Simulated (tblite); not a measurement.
# C6H13BO2: the cost of one run

Programs: tblite 0.8.0 and PySCF 2.14.0, with density-fitted response routines of our own. Each step states its level of theory. These are calculated values for one molecule, in the gas phase or a continuum, unless marked as measured. Atoms count from 0, in the outputs and in this text.

### 1 Starting geometry

22 atoms, charge 0, multiplicity 1; geometry from: force field or distance geometry start.

Bonds of the start (Å): C0–C1 1.34, C1–C2 1.46, C1–C3 1.50, C3–O4 1.41, O4–B5 1.46, B5–C6 1.61, B5–O7 1.48, O7–C8 1.38, C0–H9 1.09, C0–H10 1.10, C2–H11 1.11, C2–H12 1.12, C2–H13 1.11, C3–H14 1.09, C3–H15 1.12, C6–H16 1.10, C6–H17 1.11, C6–H18 1.11, C8–H19 1.12, C8–H20 1.10, C8–H21 1.10.

### 2 Optimising the geometry with GFN2-xTB

Job settings and geometry (Å):

```
{"job": {"kind": "relax", "xc": "GFN2-xTB", "basis": "xTB"}, "charge": 0, "multiplicity": 1}
C     -2.523300    -0.841800     1.278700
C     -2.255900     0.032500     0.301400
C     -3.322700     0.781200    -0.362600
C     -0.845400     0.284600    -0.143900
O     -0.031300    -0.543200     0.649400
B      1.347100    -0.316300     0.221100
C      2.330000    -1.541700    -0.115700
O      1.717400     0.920400    -0.511700
C      3.074000     1.151600    -0.399000
H     -1.707700    -1.385300     1.765600
H     -3.556600    -1.025500     1.606500
H     -2.955800     1.721600    -0.829800
H     -3.709100     0.124700    -1.177000
H     -4.144200     1.047600     0.330000
H     -0.709200     0.013700    -1.194200
H     -0.581800     1.359900    -0.008000
H      2.449500    -1.504500    -1.211700
H      3.278700    -1.432500     0.442200
H      1.879700    -2.501600     0.207500
H      3.317500     2.062200    -1.009700
H      3.605900     0.336300    -0.903600
H      3.332800     1.275400     0.662900
```

Command:

```bash
OMP_NUM_THREADS=1 python probes_run.py task.json out
```

This one command runs all jobs of the session in turn.

**Question.** How long does this first job take on 1 thread of Arm Neoverse N1, shared host, and how much memory does it need?

About 1.8 s, with a peak of 0.18 GiB.
